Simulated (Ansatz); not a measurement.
**C4H3F3: small, medium and large basis sets**

How large a basis does C4H3F3 need? Two functionals are run in growing sets.

The runs use Ansatz 0.2.0, Gaussian basis; one geometry, several basis sets.

Levels to be run: PBE0-D4/def2-SVP; ωB97M-V/def2-SVP; PBE0-D4/def2-QZVPP; ωB97M-V/def2-QZVPP; the functionals' def2-TZVPP values are taken from earlier runs.

## 1. The relaxed structure

All runs share one geometry, relaxed beforehand with PBE0-D4 in a triple-zeta def2 set.

SMILES `FC1=CC(F)(F)C1`, 10 atoms, charge 0, spin multiplicity 1.

Atoms are counted from 1 here; the program's logs count them from 0.

Bond lengths: F1–C2 1.311 Å, C2–C3 1.330 Å, C2–C7 1.498 Å, C3–C4 1.499 Å, C3–H8 1.079 Å, C4–F5 1.354 Å, C4–F6 1.354 Å, C4–C7 1.550 Å, C7–H9 1.091 Å, C7–H10 1.091 Å. Angles: F1–C2–C3 133.1°, F1–C2–C7 128.0°, C3–C2–C7 98.9°, C2–C3–C4 89.6°, C2–C3–H8 136.8°, C4–C3–H8 133.6°, C3–C4–F5 115.9°, C3–C4–F6 115.9°, C3–C4–C7 89.7°, F5–C4–F6 106.1°, F5–C4–C7 114.5°, F6–C4–C7 114.5°, C2–C7–C4 81.8°, C2–C7–H9 116.3°, C2–C7–H10 116.3°, C4–C7–H9 114.4°, C4–C7–H10 114.4°, H9–C7–H10 111.0°.

## 2. PBE0-D4 in def2-SVP

in.yaml reads:

```yaml
crystal:
  periodic: [false, false, false]
  atoms:
    - {symbol: F, position_ang: [1.129683, -1.764554, 1.197978]}
    - {symbol: C, position_ang: [0.447198, -0.877710, 0.515733]}
    - {symbol: C, position_ang: [-0.664909, -0.949877, -0.209412]}
    - {symbol: C, position_ang: [-0.552581, 0.515184, -0.506484]}
    - {symbol: F, position_ang: [-0.388909, 0.843757, -1.809890]}
    - {symbol: F, position_ang: [-1.563953, 1.290460, -0.047994]}
    - {symbol: C, position_ang: [0.743233, 0.580128, 0.341545]}
    - {symbol: H, position_ang: [-1.373869, -1.713844, -0.488624]}
    - {symbol: H, position_ang: [1.641782, 0.825919, -0.226550]}
    - {symbol: H, position_ang: [0.665524, 1.199237, 1.236597]}
basis:
  gaussian: {orbitals: def2-SVP}
hamiltonian: {xc: pbe0, dispersion: d4}
output: {orbitals: {seedname: orbitals}}
```

Further steps of the session: ωB97M-V in def2-SVP; PBE0-D4 in def2-QZVPP; ωB97M-V in def2-QZVPP.

Before running them: what should the planned runs give, taken together? Wanted: PBE0-D4: double and triple zeta above quadruple; ωB97M-V: double and triple zeta above quadruple.

The runs gave:

```
                                       quantity           value
PBE0-D4: double and triple zeta above quadruple  15.15, 0.63 eV
ωB97M-V: double and triple zeta above quadruple  15.48, 0.60 eV
```

PBE0-D4 gains 14.51 eV from double to triple zeta, then 0.63 eV more. Total energies overstate the basis error of differences, where much of it tends to cancel.
